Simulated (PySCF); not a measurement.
# WOH₂: triplet, from a PBE0 minimum start

The task is one start of a wider search on WOH₂: the triplet, from a PBE0 minimum start. It is relaxed, tested by its Hessian and followed downhill if it is a saddle.

Program: PySCF 2.14.0. Level of theory: PBE0, basis W def2-TZVP with ECP60, O def2-TZVP, H def2-TZVP, scalar-relativistic core potentials, no spin–orbit coupling, density fitting. These are calculated values, not measurements.

## 1. The starting structure

4 atoms, charge 0, spin multiplicity 3.

Bond lengths: W1–O2 1.676 Å, W1–H3 1.749 Å, W1–H4 1.749 Å. Angles: O2–W1–H3 116.5°, O2–W1–H4 116.5°, H3–W1–H4 127.0°.

Coordinates in bohr (charge 0 multiplicity 3):
```
W     0.2012    0.0000    0.1237
O    -2.4965    0.0000   -1.5344
H    -0.0911    0.0000    3.4164
H     3.0070    0.0000   -1.6242
```

## 2. Finding the electronic state

The steps below are one call of a driver around PySCF. For each, scf.py gives the equivalent set-up of the SCF; relaxations use the driver's own optimiser. After this first run the driver tries any further starts and a stability analysis.

scf.py

```python
from pyscf import gto, scf, dft
mol = gto.M(atom='''
W      0.106464     0.000000     0.065434
O     -1.321074    -0.000000    -0.811946
H     -0.048189     0.000000     1.807876
H      1.591218    -0.000000    -0.859515''',
    basis={'W': 'def2-TZVP', 'O': 'def2-TZVP', 'H': 'def2-TZVP'},
    ecp={'W': 'def2-TZVP'},
    charge=0, spin=2)
mf = dft.UKS(mol, xc='PBE0')
mf.grids.atom_grid = (50, 194)
aux = {'W': 'def2-universal-JKFIT', 'O': 'def2-universal-JKFIT', 'H': 'def2-universal-JKFIT'}
mf = mf.density_fit(auxbasis=aux)
mf.conv_tol = 1e-08
mf.diis_space = 10
mf.max_cycle = 60
mf.init_guess = 'minao'
mf.verbose = 4
mf.kernel()
```

On the command line:

```bash
$ OMP_NUM_THREADS=2 python axn.py task.json out
```

The log of the run:

```text
init E= -124.069421377094
[... the frontier-level lines of each cycle are left out ...]
cycle= 1 E= -143.14030372846  delta_E= -19.1  |g|= 0.844  |ddm|= 5.19
cycle= 2 E= -138.188073227106  delta_E= 4.95  |g|= 3.07  |ddm|= 1.97
cycle= 3 E= -143.406826687163  delta_E= -5.22  |g|= 0.163  |ddm|= 1.72
cycle= 4 E= -143.420417452297  delta_E= -0.0136  |g|= 0.0693  |ddm|= 0.193
cycle= 5 E= -143.42230452763  delta_E= -0.00189  |g|= 0.0176  |ddm|= 0.0577
cycle= 6 E= -143.422479753027  delta_E= -0.000175  |g|= 0.00751  |ddm|= 0.019
cycle= 7 E= -143.422529798056  delta_E= -5e-05  |g|= 0.00285  |ddm|= 0.00951
cycle= 8 E= -143.42255299533  delta_E= -2.32e-05  |g|= 0.00125  |ddm|= 0.00796
cycle= 9 E= -143.422557008288  delta_E= -4.01e-06  |g|= 0.000311  |ddm|= 0.00385
cycle= 10 E= -143.422557227042  delta_E= -2.19e-07  |g|= 9.64e-05  |ddm|= 0.000771
cycle= 11 E= -143.422557253115  delta_E= -2.61e-08  |g|= 2.52e-05  |ddm|= 0.000301
cycle= 12 E= -143.42255725479  delta_E= -1.68e-09  |g|= 3.76e-06  |ddm|= 9.59e-05
Extra cycle  E= -143.422557254818  delta_E= -2.78e-11  |g|= 3.88e-06  |ddm|= 1.11e-05
converged SCF energy = -143.422557254818  <S^2> = 2.0230011  2S+1 = 3.015295
```

This step, with its further starts and checks, took 23 s on 2 threads of AMD EPYC, shared host.

Energies from each starting density:

```csv
start,energy (Eh)
the minimal-basis guess,-143.422557
a thermally smeared density,-143.422557
a smeared PBE density,-143.422557
```

No lower solution of this spin turned up from the other starts or in the test of internal stability.

## 3. Relaxing the triplet from the PBE0 minimum start

The program finds C2v symmetry in the start, which this walk keeps. The walk stops when the largest gradient is under 0.0003 Eh/bohr and the energy has settled too.

scf.py, as its differences from that of step 2:

```diff
@@ -3,4 +3,4 @@
-W      0.106464     0.000000     0.065434
-O     -1.321074    -0.000000    -0.811946
-H     -0.048189     0.000000     1.807876
-H      1.591218    -0.000000    -0.859515''',
+W      0.106420     0.000000     0.065407
+O     -1.321118     0.000000    -0.811973
+H     -0.048233     0.000000     1.807850
+H      1.591174     0.000000    -0.859542''',
@@ -17 +16,0 @@
-mf.init_guess = 'minao'
```

The optimiser's trace:

```csv
step,energy (Eh),change (kJ/mol),largest symmetric gradient (Eh/bohr)
0,-143.422557,0.00,0.00003
```

The walk took 3.1 s.

Positions (Å) and forces (eV/Å) along the way:

```
step 0
W    0.106   0.000   0.065  -0.001   0.000  -0.002
O   -1.321   0.000  -0.812   0.002   0.000   0.001
H   -0.048   0.000   1.808  -0.001   0.000   0.002
H    1.591   0.000  -0.860   0.000   0.000  -0.001
```

It settles in C2v symmetry, 0.0 kJ/mol below the start, after 0 steps: W–H 1.749 Å (×2), W–O 1.676 Å; H–W–H 127.0°, H–W–O 116.5° (×2).

## 4. Frequencies

The point is checked on the finer grid, and tightened if its gradient asks for it. The Hessian and the dipole derivatives come from central differences of analytic gradients, with steps of 0.02 bohr.

scf.py, as its differences from that of step 3:

```diff
@@ -11 +11 @@
-mf.grids.atom_grid = (50, 194)
+mf.grids.atom_grid = (75, 302)
@@ -14 +14 @@
-mf.conv_tol = 1e-08
+mf.conv_tol = 1e-10
```

The driver hands on the density of the step before, so the log starts near convergence.

SCF at the final geometry:

```text
init E= -143.422565130455
[... the frontier-level lines of each cycle are left out ...]
cycle= 1 E= -143.422565130399  delta_E= 5.55e-11  |g|= 1.18e-05  |ddm|= 1.21e-05
cycle= 2 E= -143.422565129981  delta_E= 4.19e-10  |g|= 3.53e-05  |ddm|= 2.53e-05
cycle= 3 E= -143.422565130462  delta_E= -4.82e-10  |g|= 2.65e-06  |ddm|= 1.72e-05
cycle= 4 E= -143.42256513046  delta_E= 2.56e-12  |g|= 7.07e-08  |ddm|= 2.39e-06
Extra cycle  E= -143.422565130467  delta_E= -6.82e-12  |g|= 6.86e-08  |ddm|= 1.16e-07
converged SCF energy = -143.422565130467  <S^2> = 2.0230032  2S+1 = 3.0152965
```

The whole step took 93 s.

Geometry: C2v; W–H 1.749 Å (×2), W–O 1.676 Å; H–W–H 127.0°, H–W–O 116.5° (×2).

Modes, for the most abundant isotopes:

```csv
symmetry,ω (cm⁻¹),IR (km/mol),type
b1,305,75.5,bend
b2,522,0.4,bend
a1,788,11.5,bend
a1,1075,162,mixed
b2,1885,256,stretch
a1,1918,108,stretch
```

No imaginary mode, so this is a minimum.

Properties at this point:

```
Dipole moment                                                   : 1.78 D
Highest occupied level                                          : -7.30 eV
Lowest empty level                                              : -2.85 eV
Rotational constants                                            : 3.413, 0.3922, 0.3518 cm⁻¹
Zero-point energy                                               : 38.8 kJ/mol
Principal polarisabilities                                      : 43.8, 45.5, 46.6 bohr³
Atomisation energy without zero-point energy                    : 1291 kJ/mol
Principal traceless quadrupole moments about the centre of mass : -3.47, -1.91, 5.38 D Å
Entropy at 298.15 K and 1 bar (electronic part: spin only)      : 274.9 J/(mol K)
Heat capacity Cp at 298.15 K                                    : 49.5 J/(mol K)
Enthalpy at 298.15 K above 0 K                                  : 11.84 kJ/mol
Rotational symmetry number                                      : 2
Spin squared ⟨S²⟩                                               : 2.023
```

Populations by atom (charges in e):

```csv
atom,Mulliken,Löwdin,polar tensor,spin (Mulliken),Mayer order to W1
W1,0.67,0.53,1.18,2.32,–
O2,-0.44,-0.24,-0.68,-0.17,2.23
"H3,4",-0.11,-0.15,-0.25,-0.08,0.95
```

Mulliken populations on W1 (outside its core potential): s 2.85, p 6.44, d 3.98, f 0.06.

## 5. Results

```
                                          quantity                                                           value
                                           minimum                                                    triplet, C2v
                                          geometry  W–H 1.749 Å (×2), W–O 1.676 Å; H–W–H 127.0°, H–W–O 116.5° (×2)
                                wavenumbers (cm⁻¹)   305 (b1), 522 (b2), 788 (a1), 1075 (a1), 1885 (b2), 1918 (a1)
                                     dipole moment                                                          1.78 D
highest occupied, lowest empty level (either spin)                                                 -7.30, -2.85 eV
                         polar-tensor charge of W1                                                         +1.18 e
                                 zero-point energy                                                     38.8 kJ/mol
                               entropy at 298.15 K                                                 274.9 J/(mol K)
         atomisation energy (no zero-point energy)                                                     1291 kJ/mol
                                              ⟨S²⟩                                                           2.023
```

In words: The PBE0 minimum start keeps its C2v symmetry and ends in a minimum. In the infrared the band at 1885 cm⁻¹ (b2, stretch) leads. Most of the spin sits on W1 (Mulliken spin 2.32, against 2 for the whole molecule). Only this shape and spin were tried, so other structures or states may lie lower. One determinant may miss the lowest occupation of an open d or f shell. Spin–orbit coupling, left out here, can matter for elements this heavy.

The search up to here took 2 min.
